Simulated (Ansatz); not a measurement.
Here is an Ansatz 0.2.0 calculation.

input.yaml

```yaml
crystal:
  lattice:
    - [0.0, 2.31, 2.31]
    - [2.31, 0.0, 2.31]
    - [2.31, 2.31, 0.0]
  atoms:
    - { symbol: Hf, position: [0.5, 0.5, 0.5] }
    - { symbol: B, position: [0.0, 0.0, 0.0] }
kpoints:
  mp_grid: { grid: [10, 10, 10] }
scf:
  occupations: { method: fermi_dirac, width: 0.05 }
hamiltonian:
  xc: pbesol
  pseudopotentials: { kind: all_electron, datasets: crystal }
output:
  forces: true
  stress: true
  eigenvalues: true
  dos: { projected: false, de: 0.1, e_range: [-14, 8] }
```

Potentials or basis: all-electron PAW datasets made for the crystal.

Run with:

```sh
$ ansatz run input.yaml --threads 1 --pin off --max-ram 3072MiB --backend cpu --events-out ev --progress --plain --runs-dir out
```

Task: Predict the band gap on the k mesh.

Result: None (metal or under the smearing width).

Task: What does it give for the pressure?

Result: 23.3 GPa.

States per cell in windows of 0.5 eV (zero at the Fermi level; states under -8 eV left out):
| from (eV) | total |
| --- | --- |
| -8.0 | 0.10 |
| -7.5 | 0.13 |
| -7.0 | 0.26 |
| -6.5 | 0.39 |
| -6.0 | 0.49 |
| -5.5 | 0.43 |
| -5.0 | 0.06 |
| -4.5 | 0.03 |
| -4.0 | 0.21 |
| -3.5 | 0.35 |
| -3.0 | 0.40 |
| -2.5 | 0.44 |
| -2.0 | 0.29 |
| -1.5 | 1.60 |
| -1.0 | 1.06 |
| -0.5 | 0.65 |
| 0.0 | 0.40 |
| 0.5 | 0.28 |
| 1.0 | 0.20 |
| 1.5 | 0.11 |
| 2.0 | 0.20 |
| 2.5 | 0.30 |
| 3.0 | 0.31 |
| 3.5 | 0.33 |
| 4.0 | 0.38 |
| 4.5 | 0.45 |
| 5.0 | 0.37 |
| 5.5 | 0.60 |
| 6.0 | 0.85 |
| 6.5 | 0.77 |

Caveat: the program warned that the printed levels may be off, so bands, gaps and densities of states are rough; so large a pressure means that the cell lies far from this level's equilibrium, or that cutoff or potentials fall short. Spin-orbit coupling is left out, which matters for the levels of Hf.
